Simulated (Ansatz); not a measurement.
**C₂H₆ClGeN: up Jacob's ladder to CCSD(T)**

The task here is to estimate one member of a computed series from the others.

Method: functionals in def2-TZVPP, the program's frozen cores in correlated methods; program: Ansatz 0.2.0, Gaussian basis.

Plan: PBE-D4, r2SCAN-D4, PBE0-D4, B3LYP-D4, ωB97X-V, ωB97M-V, B2PLYP; CCSD(T)/def2-TZVPP; MP2/def2-QZVPP; extrapolation to the limit.

## The geometry

The geometry comes from an earlier relaxation with PBE0-D4 in a triple-zeta def2 set; it is a stationary point, not always the lowest conformer.

SMILES `N/C(Cl)=[CH]/[GeH3]`, 11 atoms, charge 0, spin multiplicity 1.

Atoms are counted from 1 here; the program's logs count them from 0.

Bond lengths: N1–C2 1.374 Å, N1–H6 1.008 Å, N1–H7 1.007 Å, C2–Cl3 1.737 Å, C2–C4 1.334 Å, C4–Ge5 1.926 Å, C4–H8 1.087 Å, Ge5–H9 1.539 Å, Ge5–H10 1.539 Å, Ge5–H11 1.539 Å. Angles: C2–N1–H6 114.7°, C2–N1–H7 115.9°, H6–N1–H7 114.0°, N1–C2–Cl3 111.5°, N1–C2–C4 127.6°, Cl3–C2–C4 120.8°, C2–C4–Ge5 125.1°, C2–C4–H8 116.4°, Ge5–C4–H8 118.4°, C4–Ge5–H9 107.6°, C4–Ge5–H10 111.4°, C4–Ge5–H11 111.6°, H9–Ge5–H10 108.8°, H9–Ge5–H11 108.9°, H10–Ge5–H11 108.4°.

Set-up of the first run:

Contents of in.yaml:

```yaml
crystal:
  periodic: [false, false, false]
  atoms:
    - {symbol: N, position_ang: [-1.216517, 1.129510, -1.548046]}
    - {symbol: C, position_ang: [-0.252708, 0.490786, -0.805967]}
    - {symbol: Cl, position_ang: [1.264681, 0.432775, -1.649775]}
    - {symbol: C, position_ang: [-0.395734, -0.094741, 0.384174]}
    - {symbol: Ge, position_ang: [0.970670, -1.100043, 1.296250]}
    - {symbol: H, position_ang: [-2.049066, 1.375061, -1.036124]}
    - {symbol: H, position_ang: [-0.888173, 1.852229, -2.167314]}
    - {symbol: H, position_ang: [-1.370775, -0.001538, 0.854861]}
    - {symbol: H, position_ang: [0.364374, -1.624732, 2.609471]}
    - {symbol: H, position_ang: [2.189094, -0.220342, 1.628314]}
    - {symbol: H, position_ang: [1.449554, -2.295865, 0.454756]}
basis:
  gaussian: {orbitals: def2-TZVPP}
hamiltonian: {xc: pbe, dispersion: d4}
output: {forces: true, orbitals: {seedname: orbitals}}
```

Launch:

```console
$ ansatz run in.yaml --threads 4 --pin off --events-out ev --progress --plain --max-ram 10444MiB
```

Steps of the session up to this table: PBE-D4 (GGA); r2SCAN-D4 (meta-GGA); PBE0-D4 (hybrid); B3LYP-D4 (hybrid); ωB97X-V (range-separated); ωB97M-V (range-separated); B2PLYP (double hybrid); CCSD(T) in def2-TZVPP; MP2 in def2-QZVPP.

One table of the session follows, with a row left open; its other results are not shown here.

```
            method  atomisation energy (eV)
            PBE-D4                   40.020
         r2SCAN-D4                        ?
           PBE0-D4                   39.212
          B3LYP-D4                   38.969
           ωB97X-V                   39.188
           ωB97M-V                   39.060
            B2PLYP                   38.509
     HF/def2-TZVPP                   27.079
    MP2/def2-TZVPP                   38.554
   CCSD/def2-TZVPP                   37.254
CCSD(T)/def2-TZVPP                   37.983
           MP2/CBS                   39.587
       CCSD(T)/CBS                   39.016
```

**Question.** Estimate the row for r2SCAN-D4.

As computed: atomisation energy (eV): 39.137. In the column «atomisation energy (eV)» it lies between ωB97M-V (39.060) and ωB97X-V (39.188).

Among the levels timed on like hardware and quicker than the yardstick, those that no quicker one beats, quickest first: PBE-D4 (3.3 s, +1.004 eV); PBE0-D4 (4.9 s, +0.196 eV); B3LYP-D4 (7.5 s, -0.046 eV); ωB97M-V (17 s, +0.044 eV).

B2PLYP carry no dispersion term (for B3LYP, D4 adds 0.439 eV).

Caveats from the session: Free atoms (1 N, 2 C, 1 Cl, 1 Ge, 6 H) were run apart at each level; the atomisation energy is their sum less the molecule, without zero-point or spin-orbit terms.
